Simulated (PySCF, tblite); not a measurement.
# CH₁₂OSi₄: geometry, infrared bands and NMR shifts

What infrared bands and NMR shifts should CH₁₂OSi₄ (`O[SiH2]C([SiH3])([SiH3])[SiH3]`) show?

Programs: tblite 0.8.0 and PySCF 2.14.0, with density-fitted response routines of our own. Each step states its level of theory. These are calculated values for one molecule in the gas phase, unless marked as measured. Atoms count from 0, in the outputs and in this text.

## Step 1: The starting structure

18 atoms, charge 0, multiplicity 1; geometry from: force field or distance geometry start.

Bonds of the start (Å): O0–Si1 1.65, Si1–C2 1.80, C2–Si3 1.82, C2–Si4 1.80, C2–Si5 1.81, O0–H6 0.97, Si1–H7 1.49, Si1–H8 1.47, Si3–H9 1.47, Si3–H10 1.49, Si3–H11 1.48, Si4–H12 1.49, Si4–H13 1.49, Si4–H14 1.47, Si5–H15 1.47, Si5–H16 1.49, Si5–H17 1.48.

## Step 2: Optimising the geometry with GFN2-xTB

Job settings and geometry (Å):

```
{"job": {"kind": "relax", "xc": "GFN2-xTB", "basis": "xTB"}, "charge": 0, "multiplicity": 1}
O     -1.916000    -0.126200     1.937800
Si    -1.033800    -0.937800     0.800300
C      0.149900     0.045600    -0.130400
Si    -0.725600     1.338600    -1.073400
Si     1.354300     0.807300     0.972000
Si     1.002800    -1.034200    -1.303800
H     -2.556400    -0.650900     2.446800
H     -0.348300    -2.030600     1.549700
H     -2.003300    -1.623700    -0.066900
H      0.199000     2.121800    -1.907400
H     -1.745100     0.759200    -1.986200
H     -1.429900     2.304400    -0.193600
H      0.746400     1.762100     1.939400
H      2.383800     1.576200     0.208900
H      2.093600    -0.193800     1.762300
H      0.071800    -1.695700    -2.234000
H      1.751900    -2.114500    -0.607400
H      1.996300    -0.301500    -2.125800
```

The run is started by

```sh
$ OMP_NUM_THREADS=1 python probes_run.py task.json out
```

The driver reads the jobs from task.json and runs them one after another.

**Question.** This job is followed by: GFN2-xTB harmonic vibrations, gas phase; GIAO PBE0/pcSseg-1 NMR shielding, non-relativistic, gas phase. What will the session give for the following? strongest single infrared mode (GFN2-xTB); zero-point energy (GFN2-xTB); 13C shifts against TMS (PBE0/pcSseg-1); 1H shifts against TMS (PBE0/pcSseg-1, means over atoms taken as alike); 17O shifts against H2O (PBE0/pcSseg-1); 29Si shifts against TMS (PBE0/pcSseg-1, means over atoms taken as alike).

**Answer**, as computed:

| quantity | value |
| --- | --- |
| strongest single infrared mode (GFN2-xTB) | 2229 cm⁻¹, 1104 km/mol |
| zero-point energy (GFN2-xTB) | 68.0 kcal/mol |
| 13C shifts against TMS (PBE0/pcSseg-1) | -20.9 ppm |
| 1H shifts against TMS (PBE0/pcSseg-1, means over atoms taken as alike) | 5.21, 4.14, 0.79 ppm |
| 17O shifts against H2O (PBE0/pcSseg-1) | 20.7 ppm |
| 29Si shifts against TMS (PBE0/pcSseg-1, means over atoms taken as alike) | -16.5, -69.8 ppm |

In words: The optimisation took 44 steps and gained 0.548 eV; among the close pairs (by a distance rule), C2–Si4 changed most, from 1.802 to 1.906 Å. No mode is imaginary among the 48: a minimum at this level. Unscaled tight-binding wavenumbers are off by several per cent, some by more. Its intensities can rank the bands wrongly.
